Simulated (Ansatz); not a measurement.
A run of Ansatz 0.2.0:

Contents of input.yaml:

```yaml
crystal:
  lattice:
    - [1.2893368271, 0.7443989642, 9.9743618604]
    - [-1.2893368271, 0.7443989642, 9.9743618604]
    - [0.0, -1.4887979284, 9.9743618604]
  atoms:
    - { symbol: Co, position: [0.401145, 0.401145, 0.401145], spin: 2.0 }
    - { symbol: Co, position: [0.799679, 0.799679, 0.799679], spin: 2.0 }
    - { symbol: Co, position: [0.200321, 0.200321, 0.200321], spin: 2.0 }
    - { symbol: Co, position: [0.598855, 0.598855, 0.598855], spin: 2.0 }
    - { symbol: Al, position: [0.0, 0.0, 0.0] }
hamiltonian:
  xc: pbe
  pseudopotentials: { kind: paw }
magnetization:
  spin_polarized: true
kpoints:
  mp_grid: { grid: [12, 12, 12] }
scf:
  occupations: { method: fermi_dirac, width: 0.05 }
output:
  forces: true
  stress: true
  eigenvalues: true
relax:
  f_tol: 0.01
  max_steps: 40
  cell: { stress_tol: 0.05 }
```

Potentials or basis: Ansatz PAW.

Launch:

```bash
$ ansatz run input.yaml --threads 2 --pin off --max-ram 5632MiB --backend cpu --events-out ev --progress --plain --runs-dir out
```

Hardware: 2 threads of AMD EPYC 7R13 Processor (Zen 3), with other jobs on the host.

How long does it take, and how much memory?

Wall time 2 min on 2 threads of AMD EPYC 7R13 Processor (Zen 3), on a shared host, peak memory 1 GiB. Counts: scf iterations 51, plane waves 1143, k points 189, bands 48, ion steps 4.
